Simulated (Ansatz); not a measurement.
# C3H8AlN: a ladder of functionals and wavefunction methods

The task here is to estimate one member of a computed series from the others.

Computed with Ansatz 0.2.0, Gaussian basis. Level: functionals in def2-TZVPP, the program's frozen cores in correlated methods.

Levels to be run: LDA (SPW92), PBE-D4, revPBE-D4, BLYP-D4, r2SCAN-D4, B97M-V, PBE0-D4, B3LYP-D4, r2SCANh-D4, r2SCAN0-D4, HSE06-D4, BHLYP-D4, CAM-B3LYP-D4, LC-ωPBE, ωB97X-V, ωB97M-V, B2PLYP, PBE-QIDH; CCSD(T)/def2-SVP; CCSD(T)/def2-TZVPP; MP2/def2-QZVPP; extrapolation to the limit; RPA on PBE.

### The relaxed structure

An earlier PBE0-D4 in a triple-zeta def2 set relaxation fixed the geometry.

SMILES `C[CH2][AlH][CH]=N`, 13 atoms, charge 0, spin multiplicity 1.

Atoms are counted from 1 here; the program's logs count them from 0.

Bond lengths: C1–C2 1.535 Å, C1–H6 1.094 Å, C1–H7 1.094 Å, C1–H8 1.094 Å, C2–Al3 1.961 Å, C2–H9 1.095 Å, C2–H10 1.097 Å, Al3–C4 1.987 Å, Al3–H11 1.591 Å, C4–N5 1.278 Å, C4–H12 1.099 Å, N5–H13 1.024 Å. Angles: C2–C1–H6 111.9°, C2–C1–H7 111.9°, C2–C1–H8 112.0°, H6–C1–H7 106.8°, H6–C1–H8 107.0°, H7–C1–H8 106.9°, C1–C2–Al3 112.7°, C1–C2–H9 109.7°, C1–C2–H10 109.4°, Al3–C2–H9 109.4°, Al3–C2–H10 109.8°, H9–C2–H10 105.6°, C2–Al3–C4 115.3°, C2–Al3–H11 123.6°, C4–Al3–H11 121.1°, Al3–C4–N5 122.5°, Al3–C4–H12 123.6°, N5–C4–H12 113.9° and more.

Set-up of the first run:

File in.yaml:

```yaml
crystal:
  periodic: [false, false, false]
  atoms:
    - {symbol: C, position_ang: [-1.128657, 0.380002, 1.320795]}
    - {symbol: C, position_ang: [0.375813, 0.140507, 1.129799]}
    - {symbol: Al, position_ang: [0.762527, -1.102858, -0.336537]}
    - {symbol: C, position_ang: [0.569623, -0.346281, -2.163254]}
    - {symbol: N, position_ang: [0.301113, 0.885201, -2.371981]}
    - {symbol: H, position_ang: [-1.329435, 1.084973, 2.132812]}
    - {symbol: H, position_ang: [-1.660444, -0.544244, 1.565734]}
    - {symbol: H, position_ang: [-1.596684, 0.787582, 0.419915]}
    - {symbol: H, position_ang: [0.809615, -0.246156, 2.058185]}
    - {symbol: H, position_ang: [0.877710, 1.098707, 0.946557]}
    - {symbol: H, position_ang: [1.150562, -2.629893, -0.115452]}
    - {symbol: H, position_ang: [0.680830, -0.939268, -3.082363]}
    - {symbol: H, position_ang: [0.207927, 1.397028, -1.489412]}
basis:
  gaussian: {orbitals: def2-TZVPP}
hamiltonian: {xc: lda}
output: {orbitals: {seedname: orbitals}}
```

Run with:

```sh
> ansatz run in.yaml --threads 4 --pin off --events-out ev --progress --plain --max-ram 10444MiB
```

Steps of the session up to this table: LDA; PBE-D4 (GGA); revPBE-D4 (GGA); BLYP-D4 (GGA); r2SCAN-D4 (meta-GGA); B97M-V (meta-GGA); B3LYP-D4 (hybrid); r2SCANh-D4 (hybrid); r2SCAN0-D4 (hybrid); HSE06-D4 (hybrid); BHLYP-D4 (hybrid); CAM-B3LYP-D4 (range-separated); LC-ωPBE (range-separated); ωB97X-V (range-separated); ωB97M-V (range-separated); B2PLYP (double hybrid); PBE-QIDH (double hybrid).

One of the session's tables, all rows but one given; the rest of the session is left out.

It belongs to the step «Orbital energies across the functionals». 

```
  functional  HOMO (eV)  LUMO (eV)  gap (eV)
 LDA (SPW92)      -5.38      -3.05      2.33
      PBE-D4      -5.29      -2.79      2.50
   revPBE-D4      -5.24      -2.68      2.56
     BLYP-D4      -5.21      -2.67      2.53
   r2SCAN-D4      -5.53      -2.59      2.94
      B97M-V      -5.68      -2.66      3.03
     PBE0-D4      -6.63      -1.92      4.72
    B3LYP-D4      -6.44      -2.14      4.30
  r2SCANh-D4      -6.04      -2.27      3.77
  r2SCAN0-D4      -6.80      -1.81      5.00
    HSE06-D4      -6.23      -2.29      3.94
    BHLYP-D4      -7.95      -1.06      6.89
CAM-B3LYP-D4      -8.04      -0.93      7.11
     LC-ωPBE      -9.35       0.21      9.56
     ωB97X-V          ?          ?         ?
     ωB97M-V      -8.92      -0.15      8.77
```

**Question.** Estimate the row for ωB97X-V.

**Answer.** HOMO (eV): -9.03; LUMO (eV): 0.07; gap (eV): 9.11. In the column «HOMO (eV)» it lies between LC-ωPBE (-9.35) and ωB97M-V (-8.92).
